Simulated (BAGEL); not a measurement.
# GaNH3 (SMILES [NH2][GaH]): UHF/3-21G (density fitting with qzvpp-jkfit)

What is the vertical doublet–quartet gap of GaNH3 at UHF/3-21G (density fitting with qzvpp-jkfit)? 

Program for the calculation: BAGEL 1.2.2.

6 further runs of the same task are left out: 4 that didn't finish, 2 set aside as unsound or not needed. Runs told in other sessions of the task aren't counted.

### 1 Starting point

GaNH3 has 5 atoms, charge 0, and is taken as a doublet. SMILES: `[NH2][GaH]`. The coordinates come from a PBE0-D4/def2-TZVP relaxation. This is one conformer, not always the lowest.

Bond lengths: N1–Ga2 1.825 Å, N1–H3 1.008 Å, N1–H4 1.006 Å, Ga2–H5 1.594 Å. Angles: N1–Ga2–H5 116.9°, Ga2–N1–H3 123.8°, Ga2–N1–H4 124.3°, H3–N1–H4 111.9°.

### 2 A single-point energy at UHF/3-21G (density fitting with qzvpp-jkfit)

The input, hf.json:

```json
{ "bagel": [

{
  "title": "molecule",
  "basis": "3-21g",
  "df_basis": "qzvpp-jkfit",
  "angstrom": true,
  "geometry": [
    { "atom": "N", "xyz": [   -0.211900,   -0.684000,    0.064700 ] },
    { "atom": "Ga", "xyz": [    0.815500,    0.782900,    0.417000 ] },
    { "atom": "H", "xyz": [   -0.946800,   -0.701300,   -0.625100 ] },
    { "atom": "H", "xyz": [   -0.115200,   -1.569300,    0.532000 ] },
    { "atom": "H", "xyz": [    0.508200,    2.097900,   -0.430100 ] }
  ]
},
{
  "title": "uhf",
  "nopen": 1
},
{
  "title": "print",
  "file": "orbitals.molden",
  "orbitals": true
}

]}
```

Run with:

```sh
$ BAGEL_NUM_THREADS=1 BAGEL hf.json > hf.out
```

Standard output:

```text
* using 1 threads per process

  ===============================================================
  ===============================================================

  *** Geometry ***

  { "atom" : "N", "xyz" : [     -0.400433,     -1.292573,      0.122265 ] },
  { "atom" : "Ga", "xyz" : [      1.541072,      1.479467,      0.788016 ] },
  { "atom" : "H", "xyz" : [     -1.789193,     -1.325265,     -1.181268 ] },
  { "atom" : "H", "xyz" : [     -0.217696,     -2.965547,      1.005334 ] },
  { "atom" : "H", "xyz" : [      0.960359,      3.964456,     -0.812771 ] },

  Number of auxiliary basis functions:      397

  Since a DF basis is specified, we compute 2- and 3-index integrals:
    o Being stored without compression. Storage requirement is 0.004 GB

  Number of basis functions:       37
  Number of electrons      :       41

    * METHOD: MOLECULE                             0.07

  *** Open-shell HF ***

  === Nuclear Repulsion ===
    95.4199268749

      * DIIS with orbital gradients will be used.

  === UHF iteration (3-21g) ===
      0      -1969.56854359          0.07030056           0.03
      1      -1969.65698494          0.04629638           0.03
      2      -1969.68894887          0.03032427           0.03
      3      -1969.70906590          0.00150845           0.03
      4      -1969.70961707          0.00055935           0.03
      5      -1969.70974578          0.00016353           0.02
      6      -1969.70977760          0.00005729           0.02
      7      -1969.70978494          0.00002122           0.02
      8      -1969.70978592          0.00000797           0.02
      9      -1969.70978601          0.00000225           0.02
     10      -1969.70978602          0.00000109           0.02
     11      -1969.70978602          0.00000045           0.02
     12      -1969.70978602          0.00000029           0.03
     13      -1969.70978602          0.00000015           0.03
     14      -1969.70978602          0.00000008           0.03
     15      -1969.70978602          0.00000004           0.03
     16      -1969.70978602          0.00000002           0.03
     17      -1969.70978602          0.00000001           0.03
    * SCF iteration converged.

    * S^2 (UHF) is 0.7554

    * Permanent dipole moment:
           (    0.122817,     0.415864,    -0.059225) a.u.

    * METHOD: UHF                                  0.53

    * METHOD: PRINT                                0.00

  ===============================================================
```

Run time: 0.97 s. Hardware: 1 thread of Intel Xeon 6975P-C (Granite Rapids), shared host; peak memory 0.081 GiB.

### 3 The quartet, same level

The input, input.json:

```json
{ "bagel" : [

{
  "title" : "molecule",
  "basis" : "3-21g",
  "df_basis" : "qzvpp-jkfit",
  "angstrom" : true,
  "geometry" : [
    { "atom" : "N", "xyz" : [   -0.211900,   -0.684000,    0.064700 ] },
    { "atom" : "Ga", "xyz" : [    0.815500,    0.782900,    0.417000 ] },
    { "atom" : "H", "xyz" : [   -0.946800,   -0.701300,   -0.625100 ] },
    { "atom" : "H", "xyz" : [   -0.115200,   -1.569300,    0.532000 ] },
    { "atom" : "H", "xyz" : [    0.508200,    2.097900,   -0.430100 ] }
  ]
},
{
  "title" : "uhf",
  "nopen" : 3
},
{
  "title" : "print",
  "file" : "orbitals.molden",
  "orbitals" : true
}

]}
```

Run with:

```sh
$ BAGEL_NUM_THREADS=1 BAGEL input.json > input.out
```

Standard output:

```text
* using 1 threads per process

  ===============================================================
  ===============================================================

  *** Geometry ***

  { "atom" : "N", "xyz" : [     -0.400433,     -1.292573,      0.122265 ] },
  { "atom" : "Ga", "xyz" : [      1.541072,      1.479467,      0.788016 ] },
  { "atom" : "H", "xyz" : [     -1.789193,     -1.325265,     -1.181268 ] },
  { "atom" : "H", "xyz" : [     -0.217696,     -2.965547,      1.005334 ] },
  { "atom" : "H", "xyz" : [      0.960359,      3.964456,     -0.812771 ] },

  Number of auxiliary basis functions:      397

  Since a DF basis is specified, we compute 2- and 3-index integrals:
    o Being stored without compression. Storage requirement is 0.004 GB

  Number of basis functions:       37
  Number of electrons      :       41

    * METHOD: MOLECULE                             0.07

  *** Open-shell HF ***

  === Nuclear Repulsion ===
    95.4199268749

      * DIIS with orbital gradients will be used.

  === UHF iteration (3-21g) ===
      0      -1969.53582744          0.02594080           0.03
      1      -1969.57871781          0.00647958           0.02
      2      -1969.58446933          0.00319745           0.03
      3      -1969.58578006          0.00143927           0.03
      4      -1969.58655540          0.00047250           0.03
      5      -1969.58678988          0.00016077           0.03
      6      -1969.58684456          0.00002559           0.03
      7      -1969.58684616          0.00000827           0.03
      8      -1969.58684650          0.00000243           0.03
      9      -1969.58684657          0.00000123           0.03
     10      -1969.58684659          0.00000050           0.03
     11      -1969.58684659          0.00000027           0.03
     12      -1969.58684659          0.00000008           0.03
     13      -1969.58684659          0.00000004           0.03
     14      -1969.58684659          0.00000002           0.03
     15      -1969.58684659          0.00000001           0.03
     16      -1969.58684659          0.00000001           0.02
    * SCF iteration converged.

    * S^2 (UHF) is 3.7589

    * Permanent dipole moment:
           (    1.446881,     2.204848,     0.437163) a.u.

    * METHOD: UHF                                  0.58

    * METHOD: PRINT                                0.00

  ===============================================================
```

It took 0.95 s on 1 thread of Intel Xeon 6975P-C (Granite Rapids), shared host; peak memory 0.081 GiB.

### 4 Outcome

At UHF/3-21G (density fitting with qzvpp-jkfit):

| quantity | value |
| --- | --- |
| doublet: total energy | -1969.70979 Eh |
| doublet: dipole moment | 1.11 D |
| doublet: ⟨S²⟩ | 0.755 |
| quartet: total energy | -1969.58685 Eh |
| quartet: dipole moment | 6.79 D |
| quartet: ⟨S²⟩ | 3.759 |
| vertical energy of the quartet above the doublet | 3.345 eV |

**Reading.** At this shape the quartet lies 3.35 eV (323 kJ/mol) above the doublet.
